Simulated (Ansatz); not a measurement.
# Alloy of AlAs and GaP (2 of 32 Al sites, 2 of 32 As sites exchanged), 64 atoms

Aim: relax the alloy cell and compare the gap by PBEsol and HSE06.

Program: Ansatz 0.2.0, PAW, plane waves. These are calculated values, not measurements.

## Step 1: Starting point

64 atoms (30 Al, 2 Ga, 30 As, 2 P); a = 11.320 Å, b = 11.320 Å, c = 11.320 Å, α = 90.00°, β = 90.00°, γ = 90.00°. All atoms were shaken off their sites by about 0.02 Å along each axis.

The runs, in order: (2) PBEsol cell relaxation at the single k point (¼, ¼, ¼), on 1 × NVIDIA GB200 with 8 threads of Arm Neoverse-V2; (3) HSE06 single point at the Γ point alone, on 1 × NVIDIA GB200 with 8 threads of Arm Neoverse-V2.

## Step 2: Relaxing cell and atoms with PBEsol

Input file in.yaml:

```yaml
crystal:
  lattice:
    - [11.319924, 0.000000, 0.000000]
    - [0.000000, 11.319924, 0.000000]
    - [0.000000, 0.000000, 11.319924]
  atoms:
    - { symbol: Al, position: [0.998996, 0.999039, 0.000274] }
    - { symbol: Al, position: [0.000242, 0.001168, 0.498790] }
    - { symbol: Al, position: [0.000191, 0.502262, 0.003141] }
    - { symbol: Al, position: [0.999869, 0.504826, 0.500207] }
    - { symbol: Al, position: [0.497835, 0.000485, 0.998855] }
    - { symbol: Al, position: [0.502361, 0.001602, 0.502499] }
    - { symbol: Al, position: [0.501996, 0.498491, 0.497210] }
    - { symbol: Al, position: [0.250333, 0.249193, 0.002560] }
    - { symbol: Al, position: [0.251429, 0.246225, 0.501272] }
    - { symbol: Al, position: [0.252958, 0.745567, 0.996471] }
    - { symbol: Al, position: [0.246968, 0.749231, 0.503498] }
    - { symbol: Al, position: [0.748210, 0.253330, 0.002574] }
    - { symbol: Al, position: [0.753010, 0.247231, 0.501350] }
    - { symbol: Al, position: [0.748199, 0.750734, 0.998414] }
    - { symbol: Al, position: [0.746236, 0.748765, 0.500438] }
    - { symbol: Al, position: [0.250531, 0.001532, 0.248449] }
    - { symbol: Al, position: [0.252082, 0.000406, 0.752466] }
    - { symbol: Al, position: [0.252361, 0.497944, 0.250275] }
    - { symbol: Al, position: [0.750084, 0.994618, 0.248178] }
    - { symbol: Al, position: [0.750135, 0.998912, 0.753342] }
    - { symbol: Al, position: [0.745988, 0.499725, 0.251564] }
    - { symbol: Al, position: [0.750076, 0.500199, 0.749783] }
    - { symbol: Al, position: [0.002068, 0.251959, 0.249570] }
    - { symbol: Al, position: [0.999145, 0.248696, 0.751881] }
    - { symbol: Al, position: [0.000846, 0.745062, 0.248294] }
    - { symbol: Al, position: [0.004534, 0.749478, 0.748099] }
    - { symbol: Al, position: [0.497231, 0.251916, 0.247722] }
    - { symbol: Al, position: [0.495888, 0.248358, 0.751100] }
    - { symbol: Al, position: [0.499295, 0.750958, 0.249549] }
    - { symbol: Al, position: [0.499074, 0.749702, 0.749935] }
    - { symbol: Ga, position: [0.500205, 0.497534, 0.999366] }
    - { symbol: Ga, position: [0.253963, 0.498091, 0.747657] }
    - { symbol: As, position: [0.126557, 0.125633, 0.124673] }
    - { symbol: As, position: [0.125211, 0.123458, 0.625235] }
    - { symbol: As, position: [0.123813, 0.621520, 0.125548] }
    - { symbol: As, position: [0.125096, 0.624630, 0.622988] }
    - { symbol: As, position: [0.626938, 0.127822, 0.125321] }
    - { symbol: As, position: [0.623570, 0.129031, 0.627953] }
    - { symbol: As, position: [0.626370, 0.627725, 0.127083] }
    - { symbol: As, position: [0.374689, 0.374575, 0.125342] }
    - { symbol: As, position: [0.375372, 0.374812, 0.626500] }
    - { symbol: As, position: [0.378204, 0.870626, 0.125776] }
    - { symbol: As, position: [0.374038, 0.876091, 0.625924] }
    - { symbol: As, position: [0.875544, 0.373344, 0.122412] }
    - { symbol: As, position: [0.876421, 0.876878, 0.126472] }
    - { symbol: As, position: [0.873488, 0.877051, 0.627601] }
    - { symbol: As, position: [0.374614, 0.123929, 0.374725] }
    - { symbol: As, position: [0.378375, 0.124740, 0.875014] }
    - { symbol: As, position: [0.377329, 0.621957, 0.372726] }
    - { symbol: As, position: [0.373762, 0.627873, 0.875733] }
    - { symbol: As, position: [0.874396, 0.125717, 0.373850] }
    - { symbol: As, position: [0.877396, 0.124941, 0.877115] }
    - { symbol: As, position: [0.874921, 0.626612, 0.375452] }
    - { symbol: As, position: [0.872790, 0.623070, 0.877340] }
    - { symbol: As, position: [0.121614, 0.373232, 0.375487] }
    - { symbol: As, position: [0.125055, 0.372892, 0.877197] }
    - { symbol: As, position: [0.122617, 0.874919, 0.372066] }
    - { symbol: As, position: [0.124970, 0.877842, 0.875645] }
    - { symbol: As, position: [0.625860, 0.378340, 0.374888] }
    - { symbol: As, position: [0.629058, 0.373597, 0.876516] }
    - { symbol: As, position: [0.626578, 0.873726, 0.378063] }
    - { symbol: As, position: [0.625114, 0.876783, 0.872233] }
    - { symbol: P, position: [0.625049, 0.623866, 0.624849] }
    - { symbol: P, position: [0.876951, 0.373895, 0.625012] }
  symmetry: { detect: false }
kpoints:
  mp_grid: { grid: [1, 1, 1], shift: [0.25, 0.25, 0.25] }
hamiltonian:
  xc: pbesol
scf:
  occupations: { method: fermi_dirac, width: 0.01 }
relax:
  f_tol: 0.03
  max_steps: 80
  escape_saddle: false
  adjacent_minimum: "off"
  cell: { fix: [shape] }
output:
  forces: true
  eigenvalues: true
  populations: true
```

The run is started by

```sh
$ ansatz run in.yaml --threads 8 --pin off --max-ram 118750MiB --runs-dir r --events-out ev --progress --plain --backend cuda --devices 0, --max-vram 170GiB
```

Further steps of the session: HSE06 single point.

**Question.** What will these runs give? Wanted: for each run, top filled to lowest empty.

**Answer**, as computed:

| level | time | k points | top filled to lowest empty (eV) |
| --- | --- | --- | --- |
| PBEsol, relaxation | 4.2 s (GPU) | (¼, ¼, ¼) | 1.91 |
| HSE06 | 20 s (GPU) | Γ | 2.05 |

| quantity | value |
| --- | --- |
| relaxation | 4 recorded steps, 0.75 eV gained |
| largest shift | 0.11 Å (Al4) |
| relaxed cell | a = 11.321 Å, b = 11.321 Å, c = 11.321 Å, α = 90.00°, β = 90.00°, γ = 90.00° |
| mean bonds | Al–As 2.455, Al–P 2.391, As–Ga 2.452 Å |

The relaxation lowers the energy by 0.75 eV; the largest shift is 0.11 Å (Al4), while the volume changes by +0.0 %. The mean lengths of the listed bonds run from Al–P 2.39 Å to Al–As 2.46 Å. Rows on different k points differ by sampling as well as by level. No spin–orbit coupling is included; with elements this heavy it would shift the edges. With one k point the spacing samples only the states that fold onto it, so it can exceed the gap over the zone.
